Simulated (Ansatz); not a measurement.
**C2H3ClNSi (SMILES C[Si](Cl)C#N) at UHF/STO-3G**

Aim: the vertical ionisation energy of C2H3ClNSi at UHF/STO-3G, from 2 runs. 

The calculation is run with Ansatz 0.2.0.

107 further runs of the same task are left out: 107 set aside as unsound or not needed.

**1. The molecule**

The species is C2H3ClNSi (8 atoms), meant as a doublet with charge 0. As SMILES, `C[Si](Cl)C#N`. The coordinates come from a PBE0-D4/def2-TZVP relaxation.

Bond lengths: C1–Si2 1.857 Å, Si2–Cl3 2.045 Å, Si2–C4 1.842 Å, C4–N5 1.154 Å, C1–H6 1.093 Å, C1–H7 1.091 Å, C1–H8 1.092 Å. Angles: C1–Si2–Cl3 112.0°, C1–Si2–C4 109.8°, Cl3–Si2–C4 107.5°, Si2–C4–N5 174.6°, Si2–C1–H6 109.8°, Si2–C1–H7 110.5°, Si2–C1–H8 109.7°, H6–C1–H7 109.0°, H6–C1–H8 108.9°, H7–C1–H8 109.0°.

**2. A single-point energy at UHF/STO-3G**

Contents of run.yaml:

```yaml
crystal:
  periodic: [false, false, false]
  atoms:
    - {symbol: C, position_ang: [-0.710900, -0.544800, 0.782600]}
    - {symbol: Si, position_ang: [0.598800, 0.648200, 0.225400]}
    - {symbol: Cl, position_ang: [2.483200, -0.092800, 0.512800]}
    - {symbol: C, position_ang: [0.405700, 0.989300, -1.574400]}
    - {symbol: "N", position_ang: [0.241700, 1.298400, -2.674300]}
    - {symbol: H, position_ang: [-0.600600, -1.491500, 0.246800]}
    - {symbol: H, position_ang: [-0.626000, -0.731800, 1.854000]}
    - {symbol: H, position_ang: [-1.699700, -0.132000, 0.571400]}
basis:
  gaussian:
    orbitals: STO-3G
hamiltonian:
  xc: hf
output: {orbitals: {seedname: orbitals}}
accuracy: high
magnetization:
  spin_polarized: true
  initial_magnetization: 1
```

Launch:

```sh
$ ansatz run run.yaml --threads 1 --pin off --max-ram 3480MiB --events-out events.jsonl --progress --plain --runs-dir runs
```

What it wrote:

```text
Warning: RAYON_NUM_THREADS=1 ignored (pool sized by the plan → 1); use --threads N
Functional definition: HF
  name "HF"
  exchange = exact_x
  correlation = 0
726 factors; integrals over basis functions are off by at most 3.5e-9 eV
mean field evaluation 1: about -23683.3493 eV, gradient 2.5e1 eV
mean field evaluation 2: about -23683.4331 eV, gradient 2.5e1 eV
mean field evaluation 4: about -23687.7862 eV, gradient 2.4e0 eV
mean field evaluation 8: about -23687.8870 eV, gradient 2.5e-1 eV
mean field evaluation 16: about -23687.9153 eV, gradient 9.7e-4 eV
mean field evaluation 32: about -23687.8849 eV, gradient 2.8e-1 eV
mean field -23687.91529947 eV, -870.5148310099 hartree, gradient 2.5e-8 eV, S^2 0.876224; 0 other end points of the search recorded, 0 dependent functions left out
reference -23687.91529947 eV, -870.5148310099 hartree; 27, 26 occupied and 9, 10 virtual orbitals, 726 factors
Total energy: -23687.91529947 eV, -870.5148310099 hartree
```

Wall time 0.56 s (1 thread of Intel Xeon 6975P-C (Granite Rapids), shared host); peak memory 0.12 GiB.

**3. The singlet cation, same level**

Contents of in.yaml:

```yaml
crystal:
  periodic: [false, false, false]
  atoms:
    - {symbol: C, position_ang: [-0.710900, -0.544800, 0.782600]}
    - {symbol: Si, position_ang: [0.598800, 0.648200, 0.225400]}
    - {symbol: Cl, position_ang: [2.483200, -0.092800, 0.512800]}
    - {symbol: C, position_ang: [0.405700, 0.989300, -1.574400]}
    - {symbol: "N", position_ang: [0.241700, 1.298400, -2.674300]}
    - {symbol: H, position_ang: [-0.600600, -1.491500, 0.246800]}
    - {symbol: H, position_ang: [-0.626000, -0.731800, 1.854000]}
    - {symbol: H, position_ang: [-1.699700, -0.132000, 0.571400]}
basis:
  gaussian: {orbitals: STO-3G}
hamiltonian: {xc: hf}
output: {orbitals: {seedname: orbitals}}
accuracy: high
total_charge: 1
```

Launch:

```sh
$ ansatz run in.yaml --threads 1 --pin off --max-ram 3480MiB --events-out events.jsonl --progress --plain --runs-dir runs
```

What it wrote:

```text
Warning: RAYON_NUM_THREADS=1 ignored (pool sized by the plan → 1); use --threads N
[... 4 set-up lines as earlier in the session ...]
725 factors; integrals over basis functions are off by at most 3.5e-9 eV
mean field evaluation 1: about -23674.6549 eV, gradient 4.1e1 eV
mean field evaluation 2: about -23674.7137 eV, gradient 4.0e1 eV
mean field evaluation 4: about -23680.6076 eV, gradient 3.4e0 eV
mean field evaluation 8: about -23680.6860 eV, gradient 4.7e-2 eV
mean field -23680.68254975 eV, -870.2490323603 hartree, gradient 1.8e-8 eV, S^2 0.000000; 0 other end points of the search recorded, 0 dependent functions left out
reference -23680.68254975 eV, -870.2490323603 hartree; 26, 26 occupied and 10, 10 virtual orbitals, 725 factors
Total energy: -23680.68254975 eV, -870.2490323603 hartree
```

Wall time 0.28 s (1 thread of Intel Xeon 6975P-C (Granite Rapids), shared host).

**4. What came out**

Level: UHF/STO-3G.

```
                                             quantity          value
                      doublet C2H3ClNSi: total energy  -870.51483 Eh
doublet C2H3ClNSi: HOMO energy (highest over α and β)       -8.00 eV
 doublet C2H3ClNSi: LUMO energy (lowest over α and β)        3.87 eV
                              doublet C2H3ClNSi: ⟨S²⟩          0.876
                         singlet cation: total energy  -870.24903 Eh
                          singlet cation: HOMO energy      -17.31 eV
                          singlet cation: LUMO energy       -6.21 eV
                        singlet cation: HOMO–LUMO gap       11.10 eV
   vertical ionisation energy (to the singlet cation)       7.233 eV
```

In words: The vertical ionisation energy comes to 7.23 eV (698 kJ/mol). Only the singlet of the ionised species was computed; a triplet could lie lower. In a minimal basis such a difference can be off by several eV, whatever the method. ⟨S²⟩ (doublet C2H3ClNSi) is 0.88 where a pure doublet has 0.75: the reference is spin-contaminated.
